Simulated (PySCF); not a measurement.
**BTe⁺ (triplet) with other numerical set-ups**

Which parts of the numerical set-up matter for BTe⁺ (triplet)? Each run edits the base script.

Method: each script names its method and basis; program: PySCF 2.14.0.

6 further runs of the same task are left out: 3 for a known fault of the program, 3 that didn't finish.

## 1. The system as given

BTe⁺ (triplet): 2 atoms, charge 1, spin multiplicity 3.

Bond lengths: B1–Te2 2.235 Å.

## 2. The run that the others are compared with

Input file input.py:

```python
from pyscf import gto, scf, mp

mol = gto.M(
    atom='B 0 0 0; Te 0 0 2.235',
    basis='def2-svpd',
    ecp={'Te': 'def2-svpd'},
    charge=1,
    spin=2,
    verbose=4,
)
mf = scf.UHF(mol)
mf.kernel()
mp.MP2(mf, frozen=5).kernel()
mf.dip_moment()
print('orbital energies (hartree):', [e[max(0, n-3):n+3].round(4) for e, n in zip(mf.mo_energy, mol.nelec)])
```

Run with:

```console
OMP_NUM_THREADS=1 python input.py
```

The log of this run is left out.

Base result: E(SCF) = -291.263951 Eh, E(MP2) − E(SCF) = -0.13459 Eh, ⟨S²⟩ = 2.027.

The bond length is a typed value, not an optimised one. The dipole of an ion depends on the origin. The triplet is typed in the script; nothing here shows that it is the ground state.

## 3. Def2-svp

Run 1 changes basis set: def2-svpd → def2-svp.

Input file input.py:

```python
from pyscf import gto, scf, mp

mol = gto.M(
    atom='B 0 0 0; Te 0 0 2.235',
    basis='def2-svp',
    ecp={'Te': 'def2-svp'},
    charge=1,
    spin=2,
    verbose=4,
)
mf = scf.UHF(mol)
mf.kernel()
mp.MP2(mf, frozen=5).kernel()
mf.dip_moment()
print('orbital energies (hartree):', [e[max(0, n-3):n+3].round(4) for e, n in zip(mf.mo_energy, mol.nelec)])
```

Run with:

```console
OMP_NUM_THREADS=1 python input.py
```

## 4. Core potential off

Run 2 changes core potential: on → off. The core potential changes with it: totals don't compare.

input.py: that of step 2 with these lines changed.

```diff
@@ -5,3 +5,2 @@
     basis='def2-svpd',
-    ecp={'Te': 'def2-svpd'},
     charge=1,
```

**Question.** What will these runs give? Wanted: for each run, E(SCF); from base; gap, α spin; after the SCF.

As calculated:

```csv
run,E(SCF) (hartree),from base (eV),cycles,"gap, α spin (eV)",functions,after the SCF
base,-291.263951,0,17,9.78,55,"MP2 correlation -3.662 eV, core frozen"
def2-svp,-291.262187,+0.0480,17,9.76,40,"MP2 correlation -3.545 eV, core frozen"
core potential off (poor choice),-1900.487739,not comparable,15,8.12,55,"MP2 correlation -2.277 eV, core frozen"
```

What this shows: def2-svp (40 functions) gives an energy 0.05 eV higher than def2-svpd (55). Rows marked «poor choice» come from settings spoiled on purpose.
